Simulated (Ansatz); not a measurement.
Task: a projected density of states of Al2O3, space group R-3c, with the Ansatz DFT code, driven from Python. Give the script and its output. Level of theory: PBE, PAW, cutoff 571 eV, 6×6×6 k-points, Fermi-Dirac smearing of 0.1 eV.

The script reads `al2o3.cif`:
```cif
data_Al2O3
_cell_length_a 5.130223
_cell_length_b 5.130223
_cell_length_c 5.130223
_cell_angle_alpha 55.28667
_cell_angle_beta 55.28667
_cell_angle_gamma 55.28667
_symmetry_space_group_name_H-M 'P 1'
_symmetry_Int_Tables_number 1
loop_
_symmetry_equiv_pos_as_xyz
'x, y, z'
loop_
_atom_site_label
_atom_site_type_symbol
_atom_site_fract_x
_atom_site_fract_y
_atom_site_fract_z
Al1 Al    0.352160    0.352160    0.352160
Al2 Al    0.147840    0.147840    0.147840
Al3 Al    0.647840    0.647840    0.647840
Al4 Al    0.852160    0.852160    0.852160
O5 O    0.556680    0.943320    0.250000
O6 O    0.250000    0.556680    0.943320
O7 O    0.943320    0.250000    0.556680
O8 O    0.443320    0.056680    0.750000
O9 O    0.750000    0.443320    0.056680
O10 O    0.056680    0.750000    0.443320
```

`pdos_al2o3.py`:
```python
"""Projected density of states of Al2O3."""

import ansatz as az
from ase.io import read
import numpy as np


def main() -> None:
    atoms = read("al2o3.cif")
    crystal = az.Crystal.from_ase(atoms)

    job = (
        crystal.calculation()
        .kpoints(6, 6, 6)
        .occupations("fermi_dirac")
        .basis(21 * az.Ha)
        .scf(extra_bands=26)
        .density_of_states(projected=True, method="smearing", broadening_width=0.15, energy_step=0.1)
    )
    history = []
    res = job.session().plan().execute(on_event=lambda event: history.append(event["data"]["dr2_ev"]) if event["event"] == "scf_iter" else None)
    report = res.report
    print("density residual by iteration (eV):", " ".join(f"{value:.1e}" for value in history[:40]))

    dos = res.density_of_states()
    energy = np.asarray(dos.energies_ev) - dos.fermi_ev
    curves = {}
    for site in res.projected_density_of_states().sites:
        for shell in site.shells:
            weight = sum(np.sum(curve.g_bin_mean_per_ev, axis=0) for curve in shell.curves)
            name = f"{site.species} {shell.label}"
            curves[name] = curves.get(name, 0) + weight

    step = energy[1] - energy[0]
    windows = [(-10, -5), (-5, 0), (0, 6)]
    print("states by shell in windows of E - E_F (eV):", windows)
    for name, g in curves.items():
        print(f"{name:8s}", " ".join(f"{step * g[(energy >= a) & (energy < b)].sum():8.3f}" for a, b in windows))
    filled = (energy < 0) & (energy > -10)
    for name, g in curves.items():
        if g[filled].sum() * step > 0.5:
            print(f"centre of {name}: {np.average(energy[filled], weights=g[filled]):.2f} eV")


if __name__ == "__main__":
    main()
```

```console
$ python pdos_al2o3.py
density residual by iteration (eV): 1.1e-03 3.7e-04 2.5e-05 4.3e-06 6.3e-08 5.5e-09
states by shell in windows of E - E_F (eV): [(-10, -5), (-5, 0), (0, 6)]
Al 3S       1.215    0.081    0.344
Al 3P       2.282    0.379    0.417
O 2S        0.571    0.055    0.449
O 2P       17.843   13.165    0.196
centre of Al 3S: -8.12 eV
centre of Al 3P: -6.93 eV
centre of O 2S: -7.26 eV
centre of O 2P: -5.89 eV
```

Reading the output:
- Semilocal gaps usually lie well under measured ones.
- In a crystal with a gap the Fermi level's place inside it depends on smearing and mesh.
- The crystal has a gap of about 6.22 eV on the mesh; density of states inside it is the tail of the broadening.
- No functional is typed, so the default, PBE, holds.
- The structure is a deposited one; some such entries were measured under pressure or heat, so a shift against it needn't be the functional's error alone.
- Curves are summed over the cell's atoms. Only shells that the potentials hold have channels, so projections don't add up to the total, least of all where a shell is missing (p of most metals); heights and places of peaks move with the mesh.
- The density of states is complete only as far up as bands were computed.
- A band centre counts only the states inside the window taken.
- It ran for 12 s on 1 thread of Arm Neoverse V1, on a shared host, peak memory 0.54 GiB.
